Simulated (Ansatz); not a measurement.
# C3H3ClO2Sn: the cost of one run

Program: Ansatz 0.2.0, Gaussian basis. Level of theory: the settings change from run to run. These are calculated values, not measurements.

### 1 The geometry

An earlier PBE0-D4 in a triple-zeta def2 set relaxation fixed the geometry. Sn takes a core potential in def2 sets; no spin-orbit term is included.

SMILES `[Cl][Sn-]1[O]C=CC=[O+]1`, 10 atoms, charge 0, spin multiplicity 1.

Atoms are counted from 1 here; the program's logs count them from 0.

Bond lengths: Cl1–Sn2 2.394 Å, Sn2–O3 2.164 Å, Sn2–O7 2.164 Å, O3–C4 1.264 Å, C4–C5 1.390 Å, C4–H8 1.097 Å, C5–C6 1.390 Å, C5–H9 1.081 Å, C6–O7 1.264 Å, C6–H10 1.097 Å. Angles: Cl1–Sn2–O3 91.3°, Cl1–Sn2–O7 91.3°, O3–Sn2–O7 84.2°, Sn2–O3–C4 126.1°, O3–C4–C5 127.7°, O3–C4–H8 115.1°, C5–C4–H8 117.1°, C4–C5–C6 124.5°, C4–C5–H9 117.7°, C6–C5–H9 117.7°, C5–C6–O7 127.7°, C5–C6–H10 117.1°, O7–C6–H10 115.1°, Sn2–O7–C6 126.1°.

### 2 BHLYP/def2-SVP

Set apart from the defaults: relativity set to scalar.

The input, in.yaml:

```yaml
crystal:
  periodic: [false, false, false]
  atoms:
    - {symbol: Cl, position_ang: [0.469194, -2.616419, 1.528790]}
    - {symbol: Sn, position_ang: [1.574819, -1.783908, -0.424042]}
    - {symbol: O, position_ang: [-0.303719, -1.116502, -1.264864]}
    - {symbol: C, position_ang: [-0.982871, -0.124740, -0.874348]}
    - {symbol: C, position_ang: [-0.591965, 0.883160, -0.000740]}
    - {symbol: C, position_ang: [0.680082, 1.000685, 0.546934]}
    - {symbol: O, position_ang: [1.656983, 0.210432, 0.410890]}
    - {symbol: H, position_ang: [-1.991509, -0.054243, -1.299373]}
    - {symbol: H, position_ang: [-1.309501, 1.660279, 0.223455]}
    - {symbol: H, position_ang: [0.881587, 1.890156, 1.156196]}
basis:
  gaussian: {orbitals: def2-SVP}
hamiltonian: {xc: {name: BHLYP}, pseudopotentials: {relativity: scalar}}
```

Run with:

```sh
$ ansatz run in.yaml --threads 4 --pin off --events-out ev --progress --plain --max-ram 11315MiB
```

**Question.** How long does this run take on 4 threads of Intel Xeon at 2.50GHz, shared host, and how much memory does it need?

About 4.6 s, with a peak of 0.38 GiB.
